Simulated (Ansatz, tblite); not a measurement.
# The cluster Te₃Pb₃−: which isomer is lowest

Aim: relax the candidate shapes of the cluster Te₃Pb₃− that a cheap search turned up, and see how the levels of theory order them.

Method: relaxed with PBE-D4/def2-SVP, doublet; program: Ansatz 0.2.0, Gaussian basis.

2 further runs of the same task are left out: 2 set aside as unsound or not needed.

**1. Starting geometry**

6 atoms, charge -1, spin multiplicity 2.

Atoms are counted from 1 here; the program's logs count them from 0.

Bond lengths: Pb1–Te4 2.876 Å, Pb1–Te6 2.964 Å, Pb2–Te5 2.877 Å, Pb2–Te6 2.964 Å, Pb3–Te4 2.937 Å, Pb3–Te5 2.939 Å, Pb3–Te6 2.985 Å. Angles: Te4–Pb1–Te6 89.5°, Te5–Pb2–Te6 89.4°, Te4–Pb3–Te5 96.9°, Te4–Pb3–Te6 87.9°, Te5–Pb3–Te6 87.8°, Pb1–Te4–Pb3 90.2°, Pb2–Te5–Pb3 90.2°, Pb1–Te6–Pb2 64.4°, Pb1–Te6–Pb3 87.6°, Pb2–Te6–Pb3 87.6°.

As a file:

```xyz
6
charge -1, multiplicity 2
Pb   -1.9967    1.0294   -0.6161
Pb    0.5571    0.1542   -2.2569
Pb    0.9970   -0.4471    1.7949
Te   -1.9209   -0.7493    1.6425
Te    1.6378   -1.9645   -0.6388
Te    0.7258    1.9773    0.0744
```

Pb, Te take a core potential in the def2 sets. No spin-orbit coupling is included. The ion is computed in the gas phase, without counter-ions or solvent.

A search from random starts with GFN1-xTB found 9 distinct shapes; 2 go on here. The structure above is candidate A, which lies 0.00 eV above the lowest at that level; B lies 1.61 eV above the lowest at that level.

**2. Relaxing candidate A**

in.yaml

```yaml
crystal:
  periodic: [false, false, false]
  atoms:
    - {symbol: Pb, position_ang: [-1.996680, 1.029410, -0.616060]}
    - {symbol: Pb, position_ang: [0.557090, 0.154190, -2.256940]}
    - {symbol: Pb, position_ang: [0.996950, -0.447110, 1.794900]}
    - {symbol: Te, position_ang: [-1.920880, -0.749350, 1.642510]}
    - {symbol: Te, position_ang: [1.637770, -1.964480, -0.638840]}
    - {symbol: Te, position_ang: [0.725750, 1.977330, 0.074420]}
basis:
  gaussian: {orbitals: def2-SVP}
total_charge: -1
magnetization: {spin_polarized: true, initial_magnetization: 1}
hamiltonian: {xc: pbe, dispersion: d4}
scf: {lower_state_search: "off"}
output: {orbitals: {seedname: orbitals}}
relax: {f_tol: 0.03, max_steps: 70}
```

Launch:

```console
$ ansatz run in.yaml --threads 4 --pin off --events-out ev --progress --plain --max-ram 6963MiB
```

The log of the run (excerpt; [...] marks lines left out):

```text
Functional definition: PBE
  name "PBE"
  cite "Perdew, Burke & Ernzerhof, Phys. Rev. Lett. 77, 3865 (1996) doi:10.1103/PhysRevLett.77.3865"
  parent pbe
[...]
1848 factors; their error is unknown
[...]
mean field -37636.19859297 eV, -1383.1047875598 hartree, gradient 2.7e-6 eV, S^2 0.751901; 0 other end points of the search recorded, 0 dependent functions left out
[...]
reference -37636.19863065 eV, -1383.1047889448 hartree; 70, 69 occupied and 86, 87 virtual orbitals, 1848 factors
relax step   1: F+E_penalty+E_count = -37636.87036454 eV  Δ(F+E_penalty+E_count) = +0.000e0 eV  max|allowed force component| = 1.032e0 eV/Å  Δτ_max = 0.0000 Å  (21 SCF iters, accepted)
[...]
relax step   3: F+E_penalty+E_count = -37637.08506210 eV  Δ(F+E_penalty+E_count) = -3.211e-2 eV  max|allowed force component| = 1.046e-1 eV/Å  Δτ_max = 0.1462 Å  (22 SCF iters, accepted)
[...]
relax step   4: F+E_penalty+E_count = -37637.08842714 eV  Δ(F+E_penalty+E_count) = -3.365e-3 eV  max|allowed force component| = 1.740e-2 eV/Å  Δτ_max = 0.0223 Å  (21 SCF iters, accepted)
Total energy: -37637.08846534 eV, -1383.1374897663 hartree
Atom 0 at    -2.028519     1.033867    -0.502149 Å, force    -0.011081    -0.003868     0.011830 eV/Å
Atom 1 at     0.665822     0.111257    -2.231051 Å, force     0.011831    -0.011285    -0.002719 eV/Å
Atom 2 at     0.914315    -0.455946     1.668388 Å, force     0.002428     0.017397    -0.005611 eV/Å
Atom 3 at    -2.084491    -0.778711     1.758259 Å, force    -0.002975     0.002879    -0.007638 eV/Å
Atom 4 at     1.771296    -2.096878    -0.714405 Å, force    -0.004403     0.003122    -0.006846 eV/Å
Atom 5 at     0.761576     2.186402     0.020948 Å, force     0.004201    -0.008246     0.010984 eV/Å
Dipole moment:    -0.052803     0.422600    -0.307053 e Å
Checks for a lower state left out: stability, starts, cluster_reference, orbital_swaps, neighbouring_geometries, increment
```

Run time: 20 s. Hardware: 4 threads of Intel Xeon at 2.70GHz, shared host.

Relaxation path:

```csv
step,energy from step 1 (eV),largest force component (eV/Å)
1,0.0000,1.0323
2,-0.1826,0.3428
3,-0.2147,0.1046
4,-0.2181,0.0174
```

Close pairs (by a distance rule), those that changed most:

```csv
bond,before (Å),after (Å),change (Å)
Pb1–Pb2,3.159,3.332,+0.172
Pb3–Te6,2.985,3.118,+0.132
Pb1–Te6,2.964,3.064,+0.099
Pb2–Te6,2.964,3.064,+0.099
Pb3–Te4,2.937,3.017,+0.080
Pb3–Te5,2.939,3.017,+0.079
Pb1–Te4,2.876,2.898,+0.022
Pb2–Te5,2.877,2.898,+0.021
```

**3. Relaxing candidate B**

in.yaml

```yaml
crystal:
  periodic: [false, false, false]
  atoms:
    - {symbol: Pb, position_ang: [-1.455140, -2.539010, 0.201440]}
    - {symbol: Pb, position_ang: [2.937420, 0.004460, -0.101300]}
    - {symbol: Pb, position_ang: [-1.483750, 2.538690, -0.095360]}
    - {symbol: Te, position_ang: [-2.728490, -0.015900, -0.108360]}
    - {symbol: Te, position_ang: [1.378860, -2.349840, 0.225820]}
    - {symbol: Te, position_ang: [1.351090, 2.361600, -0.122240]}
basis:
  gaussian: {orbitals: def2-SVP}
total_charge: -1
magnetization: {spin_polarized: true, initial_magnetization: 1}
hamiltonian: {xc: pbe, dispersion: d4}
scf: {lower_state_search: "off"}
output: {orbitals: {seedname: orbitals}}
relax: {f_tol: 0.03, max_steps: 70}
```

Launched as before.

The log of the run (excerpt; [...] marks lines left out):

```text
Functional definition: PBE
  name "PBE"
  cite "Perdew, Burke & Ernzerhof, Phys. Rev. Lett. 77, 3865 (1996) doi:10.1103/PhysRevLett.77.3865"
  parent pbe
[...]
1848 factors; their error is unknown
[...]
mean field -37635.42671685 eV, -1383.0764216359 hartree, gradient 2.0e-6 eV, S^2 0.758645; 0 other end points of the search recorded, 0 dependent functions left out
[...]
reference -37635.42675665 eV, -1383.0764230986 hartree; 70, 69 occupied and 86, 87 virtual orbitals, 1848 factors
relax step   1: F+E_penalty+E_count = -37635.95186681 eV  Δ(F+E_penalty+E_count) = +0.000e0 eV  max|allowed force component| = 6.472e-1 eV/Å  Δτ_max = 0.0000 Å  (55 SCF iters, accepted)
[...]
relax step   7: F+E_penalty+E_count = -37636.06225823 eV  Δ(F+E_penalty+E_count) = -1.985e-3 eV  max|allowed force component| = 4.209e-2 eV/Å  Δτ_max = 0.0243 Å  (32 SCF iters, accepted)
[...]
relax step  26: F+E_penalty+E_count = -37636.58985041 eV  Δ(F+E_penalty+E_count) = -1.172e-3 eV  max|allowed force component| = 7.230e-3 eV/Å  Δτ_max = 0.0199 Å  (23 SCF iters, accepted)
Total energy: -37636.58988934 eV, -1383.1191674365 hartree
Atom 0 at    -1.458767    -1.543939     1.048041 Å, force     0.003494    -0.003846    -0.004750 eV/Å
Atom 1 at     2.698132    -0.009950    -0.584243 Å, force     0.007230     0.000488    -0.002696 eV/Å
Atom 2 at    -1.501219     1.649270     0.797079 Å, force     0.003862     0.003420    -0.005619 eV/Å
Atom 3 at    -2.259074    -0.141636    -1.418208 Å, force    -0.000635     0.000367     0.006311 eV/Å
Atom 4 at     1.292235    -2.350845     0.265808 Å, force    -0.006848    -0.005816     0.003713 eV/Å
Atom 5 at     1.228684     2.397101    -0.108476 Å, force    -0.007103     0.005386     0.003040 eV/Å
Dipole moment:     0.102095     0.039059     0.480841 e Å
Checks for a lower state left out: stability, starts, cluster_reference, orbital_swaps, neighbouring_geometries, increment
```

Run time: 2.2 min. Hardware: 4 threads of Intel Xeon at 2.70GHz, shared host.

The steps of the relaxation: (the energy doesn't fall at every step)

```csv
step,energy from step 1 (eV),largest force component (eV/Å)
1,0.0000,0.6472
2,-0.0795,0.3257
3,-0.1054,0.0747
4,-0.1070,0.0576
5,-0.1084,0.0618
6,-0.0035,0.9633
7,-0.1104,0.0421
8,-0.1096,0.1607
9,-0.1128,0.0188
10,-0.1143,0.0616
11,-0.1170,0.1077
12,-0.1217,0.1590
13,-0.1275,0.2388
14,-0.1392,0.1902
15,-0.1764,0.1971
16,-0.2284,0.3198
17,-0.3166,0.3876
18,-0.4331,0.3581
19,-0.5379,0.2389
20,-0.5962,0.1086
21,-0.6179,0.1754
22,-0.6312,0.1929
23,-0.6307,0.1366
24,-0.6348,0.0876
25,-0.6368,0.0629
26,-0.6380,0.0072
```

The force was under the threshold of 0.03 eV/Å already at step 9, but the program went on to step 26.

Close pairs (by a distance rule), those that changed most:

```csv
bond,before (Å),after (Å),change (Å)
Pb1–Pb3,5.086,3.203,-1.883
Pb3–Te6,2.840,2.972,+0.131
Pb1–Te5,2.840,2.972,+0.131
Pb3–Te4,2.842,2.948,+0.106
Pb1–Te4,2.843,2.948,+0.105
Pb2–Te6,2.841,2.860,+0.019
Pb2–Te5,2.842,2.860,+0.018
```

**4. The relaxed candidates**

```csv
candidate,point group,"bonds (count, mean Å)",energy above the lowest (kJ/mol)
A,Cs,"Pb–Te 7, 3.01",0.0
B,Cs,"Pb–Te 6, 2.93",48.1
```

**5. Candidate B, GFN1-xTB**

Tight binding, by tblite at 300 K electronic temperature and without a spin-polarisation term:

```python
tblite.interface.Calculator('GFN1-xTB', numbers, positions, charge=-1, uhf=1).singlepoint()
```

Energy -450.9591 eV; 0.014 s.

**6. Candidate B, GFN2-xTB**

Tight binding, by tblite at 300 K electronic temperature and without a spin-polarisation term:

```python
tblite.interface.Calculator('GFN2-xTB', numbers, positions, charge=-1, uhf=1).singlepoint()
```

Energy -451.7171 eV; 0.02 s.

**7. Candidate B, PBE0-D4/def2-TZVPD**

start.molden holds the orbitals of an earlier run on this state, given as this run's starting guess.

in.yaml

```yaml
crystal:
  periodic: [false, false, false]
  atoms:
    - {symbol: Pb, position_ang: [-1.458767, -1.543939, 1.048041]}
    - {symbol: Pb, position_ang: [2.698132, -0.009950, -0.584243]}
    - {symbol: Pb, position_ang: [-1.501219, 1.649270, 0.797079]}
    - {symbol: Te, position_ang: [-2.259074, -0.141636, -1.418208]}
    - {symbol: Te, position_ang: [1.292235, -2.350845, 0.265808]}
    - {symbol: Te, position_ang: [1.228684, 2.397101, -0.108476]}
basis:
  gaussian: {orbitals: def2-TZVPD, initial_orbitals: start.molden}
total_charge: -1
magnetization: {spin_polarized: true, initial_magnetization: 1}
hamiltonian: {xc: pbe0, dispersion: d4}
scf: {omitted_lower_state_checks: [starts]}
output: {orbitals: {seedname: orbitals}}
```

Launched as before.

The log of the run (excerpt; [...] marks lines left out):

```text
Functional definition: PBE0
  name "PBE0"
  cite "Adamo & Barone, J. Chem. Phys. 110, 6158 (1999) doi:10.1063/1.478522"
  cite "Perdew, Burke & Ernzerhof, Phys. Rev. Lett. 77, 3865 (1996) doi:10.1103/PhysRevLett.77.3865"
  parent pbe
[...]
2844 factors; their error is unknown
the host lacks memory for fits, so the integrals are decomposed
3261 factors; integrals over basis functions are off by at most 3.4e-4 eV
[...]
mean field -37636.07666661 eV, -1383.1003068488 hartree, gradient 1.9e-5 eV, S^2 0.758695; 0 other end points of the search recorded, 0 dependent functions left out
reference -37636.07671235 eV, -1383.1003085300 hartree; 70, 69 occupied and 275, 276 virtual orbitals, 3261 factors
Total energy: -37636.61043776 eV, -1383.1199225768 hartree
Checks for a lower state left out: starts
```

It took 63 s on 4 threads of Intel Xeon at 2.70GHz, shared host; peak memory 2.9 GiB.

HOMO -1.64 eV, LUMO 0.09 eV (over both spins); ⟨S²⟩ 0.759 (pure: 0.75).

**8. Candidate B, PBE-D4/def2-TZVPD**

Changes to in.yaml since step 7:

```diff
@@ -13,4 +13,4 @@
 magnetization: {spin_polarized: true, initial_magnetization: 1}
-hamiltonian: {xc: pbe0, dispersion: d4}
+hamiltonian: {xc: pbe, dispersion: d4}
 scf: {omitted_lower_state_checks: [starts]}
-output: {orbitals: {seedname: orbitals}}
+output: {forces: true, orbitals: {seedname: orbitals}}
```

Same command.

The log of the run (excerpt; [...] marks lines left out):

```text
Functional definition: PBE
  name "PBE"
  cite "Perdew, Burke & Ernzerhof, Phys. Rev. Lett. 77, 3865 (1996) doi:10.1103/PhysRevLett.77.3865"
  parent pbe
[...]
2535 factors; their error is unknown
[...]
mean field -37637.49508767 eV, -1383.1524328613 hartree, gradient 1.8e-5 eV, S^2 0.753830; 0 other end points of the search recorded, 0 dependent functions left out
[...]
reference -37637.49514716 eV, -1383.1524350476 hartree; 70, 69 occupied and 275, 276 virtual orbitals, 2535 factors
Total energy: -37638.08903136 eV, -1383.1742598896 hartree
Atom 0 at    -1.458767    -1.543939     1.048041 Å, force     0.062211     0.058953    -0.110792 eV/Å
Atom 1 at     2.698132    -0.009950    -0.584243 Å, force    -0.103418     0.003158     0.050511 eV/Å
Atom 2 at    -1.501219     1.649270     0.797079 Å, force     0.064401    -0.073599    -0.100706 eV/Å
Atom 3 at    -2.259074    -0.141636    -1.418208 Å, force     0.054911     0.013099     0.158841 eV/Å
Atom 4 at     1.292235    -2.350845     0.265808 Å, force    -0.040756     0.129966    -0.009353 eV/Å
Atom 5 at     1.228684     2.397101    -0.108476 Å, force    -0.037348    -0.131577     0.011500 eV/Å
Dipole moment:     0.109776     0.041258     0.507758 e Å
Checks for a lower state left out: starts
```

It took 27 s on 4 threads of Intel Xeon at 2.70GHz, shared host; peak memory 1 GiB.

Report: HOMO -0.90 eV, LUMO -0.48 eV (over both spins); ⟨S²⟩ 0.754 (pure: 0.75).

**9. Candidate B, r2SCAN-D4/def2-TZVPD**

Changes to in.yaml since step 8:

```diff
@@ -13,4 +13,4 @@
 magnetization: {spin_polarized: true, initial_magnetization: 1}
-hamiltonian: {xc: pbe, dispersion: d4}
+hamiltonian: {xc: r2scan, dispersion: d4}
 scf: {omitted_lower_state_checks: [starts]}
-output: {forces: true, orbitals: {seedname: orbitals}}
+output: {orbitals: {seedname: orbitals}}
```

Launched as before.

The log of the run:

```text
Functional definition: r2SCAN
  name "r2SCAN"
  cite "Furness, Kaplan, Ning, Perdew & Sun, J. Phys. Chem. Lett. 11, 8208 (2020) doi:10.1021/acs.jpclett.0c02405"
  cite "Furness, Kaplan, Ning, Perdew & Sun, J. Phys. Chem. Lett. 11, 9248 (2020) doi:10.1021/acs.jpclett.0c03077"
  parent r2scan
  parameter k0 = 0.174
  parameter k1 = 0.065
  parameter a1 = 4.9479
  exchange = r2scan_x(k0 = k0, k1 = k1, a1 = a1)
  correlation = r2scan_c
these checks for a lower state are left out or cut short: starts
2535 factors; their error is unknown
mean field evaluation 1: about -37651.2503 eV, gradient 5.8e0 eV
mean field evaluation 2: about -37651.3389 eV, gradient 1.3e-1 eV
mean field evaluation 4: about -37651.3005 eV, gradient 2.2e-3 eV
mean field -37651.30048435 eV, -1383.6597718316 hartree, gradient 4.4e-5 eV, S^2 0.762013; 0 other end points of the search recorded, 0 dependent functions left out
reference -37651.30053621 eV, -1383.6597737377 hartree; 70, 69 occupied and 275, 276 virtual orbitals, 2535 factors
Total energy: -37651.41720585 eV, -1383.6640612678 hartree
Checks for a lower state left out: starts
```

It took 46 s on 4 threads of Intel Xeon at 2.70GHz, shared host; peak memory 1.2 GiB.

Report: HOMO -1.14 eV, LUMO -0.34 eV (over both spins); ⟨S²⟩ 0.762 (pure: 0.75).

**10. B against A**

The energies of A at these levels come from its own runs, whose logs aren't repeated here.

```csv
level,B above A (kJ/mol),time
GFN1-xTB,+65.7,0.029 s
GFN2-xTB,+48.0,0.04 s
PBE-D4/def2-TZVPD,+45.3,50 s
r2SCAN-D4/def2-TZVPD,+44.4,91 s
PBE0-D4/def2-TZVPD,+48.6,2.7 min
```

Times add the two runs; a level without a time comes out of a correlated run.

**11. What came out**

| quantity | value |
| --- | --- |
| B above A, range of the levels free of doubt, tight binding aside | +44.4 to +48.6 kJ/mol |
| levels that put B lower | none |

**Reading.** All levels free of doubt put A (Cs) below B (Cs), by 44.4 to 65.7 kJ/mol. The search was small, so a lower isomer may exist. Only doublets are compared; another spin may lie lower and prefer another shape.
